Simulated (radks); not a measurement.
# Taking charge from the 4d level of Te²⁺ in fractions

An exercise on one series of results from a longer session: the logs are not shown, and one member is left open.

Program: radks (a radial shooting solver on a logarithmic mesh, Libxc functionals) version 1. Level of theory: scalar-relativistic Kohn-Sham, PBE, spin-polarised, spherical densities, finite nucleus; open shells are filled with parallel spins first. These are calculated values, not measurements, unless marked.

## The atom as given

| Property | Result |
| --- | --- |
| element | tellurium (Z = 52) |
| charge | +2 |
| electrons | 50 |
| configuration | [Kr] 4d(up 5, down 5) 5s2 5p2 |
| nuclear rms radius | 4.7423 fm |

A shell typed twice in an input gives spin up, then spin down.

The first run:

Settings of this run:

```text
Z 52
configuration [Kr] 4d5 4d5 5s2 5p2
relativity scalar-relativistic
functional pbe,pbe
spin polarised
nucleus finite rms 4.7423 fm
c 137.035999084
```

Among the steps run: Start: [Kr] 4d(up 5, down 5) 5s2 5p2.

One table of the session follows, with a row left open; its other results are not shown here.

It belongs to the step «Start: [Kr] 4d(up 5, down 5) 5s2 5p2». Radial moments (bohr):

```
  level     <r>  outermost maximum (interpolated)  90 % within  nodes
  4p up  0.8210                             0.738         1.20      2
4p down  0.8204                             0.738         1.20      2
  4d up  0.9704                             0.811         1.49      1
4d down  0.9653                             0.810         1.48      1
  5s up   1.979                              1.76         2.85      4
5s down   1.969                              1.74         2.85      4
  5p up   2.332                              2.05         3.40      3
5p down       ?                                 ?            ?      ?
```

**Question.** Estimate the row for 5p down.

**Answer.** <r>: 2.347; outermost maximum (interpolated): 2.03; 90 % within: 3.44; nodes: 3. In the column «<r>» it is the highest.
